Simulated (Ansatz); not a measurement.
# V3Ru: the cost of one run

Method: DFT PBEsol, scalar-relativistic, plane waves, PAW, in Ansatz 0.2.0.

## Step 1: The structure to begin with

It takes space group Fm-3m (No. 225, cubic). Conventional cell: a = 5.953 Å, b = 5.953 Å, c = 5.953 Å, α = 90.00°, β = 90.00°, γ = 90.00°. V (site symmetry -43m) is surrounded by 4 V at 2.58 Å and 4 Ru at 2.58 Å. Around V (site symmetry m-3m) lie 8 V at 2.58 Å. Ru (site symmetry m-3m) is surrounded by 8 V at 2.58 Å.

Coordinates:

```
CELL_PARAMETERS angstrom
0.00000 2.97668 2.97668
2.97668 0.00000 2.97668
2.97668 2.97668 0.00000
ATOMIC_POSITIONS crystal
V 0.25000 0.25000 0.25000
V 0.75000 0.75000 0.75000
V 0.50000 0.50000 0.50000
Ru 0.00000 0.00000 0.00000
```

Source of the structure: the Materials Project (structure only).

(A quick probe on a coarse mesh, which set the mesh and smearing, is not shown.)

## Step 3: Full relaxation

Input file input.yaml:

```yaml
crystal:
  lattice:
    - [0.0, 2.97668059, 2.97668059]
    - [2.97668059, 0.0, 2.97668059]
    - [2.97668059, 2.97668059, 0.0]
  atoms:
    - { symbol: V, position: [0.25, 0.25, 0.25] }
    - { symbol: V, position: [0.75, 0.75, 0.75] }
    - { symbol: V, position: [0.5, 0.5, 0.5] }
    - { symbol: Ru, position: [0.0, 0.0, 0.0] }
basis:
  ecutwfc: 420
kpoints:
  mp_grid: { grid: [12, 12, 12] }
hamiltonian:
  xc: pbesol
scf:
  occupations: { method: gaussian, width: 0.1 }
output:
  forces: true
  stress: true
  eigenvalues: true
relax:
  adjacent_minimum: "off"
  f_tol: 0.005
  max_steps: 80
  cell: { stress_tol: 0.05 }
```

**Question.** How long does this run take on 1 thread of an Arm CPU, shared host, and how much memory does it need?

About 33 s, with a peak of 0.41 GiB.
